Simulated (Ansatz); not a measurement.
**ClF₃H₂Si₂: how energies converge with the basis set**

How large a basis does ClF₃H₂Si₂ need? Two functionals are run in growing sets.

The runs use Ansatz 0.2.0, Gaussian basis; one geometry, several basis sets.

Levels to be run: PBE0-D4/def2-SVP; ωB97M-V/def2-SVP; PBE0-D4/def2-QZVPP; ωB97M-V/def2-QZVPP; the functionals' def2-TZVPP values are taken from earlier runs.

### 1 The geometry

The geometry comes from an earlier relaxation with PBE0-D4 in a triple-zeta def2 set; it is a stationary point, not always the lowest conformer.

SMILES `F[Si](F)(F)[SiH2]Cl`, 8 atoms, charge 0, spin multiplicity 1.

Atoms are counted from 1 here; the program's logs count them from 0.

Bond lengths: F1–Si2 1.579 Å, Si2–F3 1.579 Å, Si2–F4 1.581 Å, Si2–Si5 2.334 Å, Si5–Cl6 2.051 Å, Si5–H7 1.481 Å, Si5–H8 1.481 Å. Angles: F1–Si2–F3 107.5°, F1–Si2–F4 107.4°, F1–Si2–Si5 111.7°, F3–Si2–F4 107.4°, F3–Si2–Si5 111.7°, F4–Si2–Si5 110.9°, Si2–Si5–Cl6 107.7°, Si2–Si5–H7 110.1°, Si2–Si5–H8 110.1°, Cl6–Si5–H7 109.3°, Cl6–Si5–H8 109.3°, H7–Si5–H8 110.3°.

### 2 PBE0-D4 in def2-SVP

The input, in.yaml:

```yaml
crystal:
  periodic: [false, false, false]
  atoms:
    - {symbol: F, position_ang: [0.035851, -1.523276, 1.659835]}
    - {symbol: Si, position_ang: [0.672091, -0.882387, 0.364894]}
    - {symbol: F, position_ang: [2.104005, -0.345332, 0.756774]}
    - {symbol: F, position_ang: [0.874998, -2.045130, -0.686975]}
    - {symbol: Si, position_ang: [-0.674799, 0.810264, -0.511889]}
    - {symbol: Cl, position_ang: [-0.867133, 2.262722, 0.923932]}
    - {symbol: H, position_ang: [-0.038783, 1.393579, -1.716034]}
    - {symbol: H, position_ang: [-2.014030, 0.272359, -0.846339]}
basis:
  gaussian: {orbitals: def2-SVP}
hamiltonian: {xc: pbe0, dispersion: d4}
output: {orbitals: {seedname: orbitals}}
```

After this run come: ωB97M-V in def2-SVP; PBE0-D4 in def2-QZVPP; ωB97M-V in def2-QZVPP.

Q: Predict the results of all the runs planned. Wanted: PBE0-D4: double and triple zeta above quadruple; ωB97M-V: double and triple zeta above quadruple.

**Answer**, as computed:

| quantity | value |
| --- | --- |
| PBE0-D4: double and triple zeta above quadruple | 22.18, 1.38 eV |
| ωB97M-V: double and triple zeta above quadruple | 22.22, 1.30 eV |

In words: For PBE0-D4 the step from double to triple zeta gains 20.79 eV and the next only 1.38 eV. These are total energies; as a rule much of such shifts cancels in differences, which this series doesn't test. The LUMO of ωB97M-V is positive and keeps falling with the basis (1.09 to 0.51 eV): an unbound level that the basis holds in place.
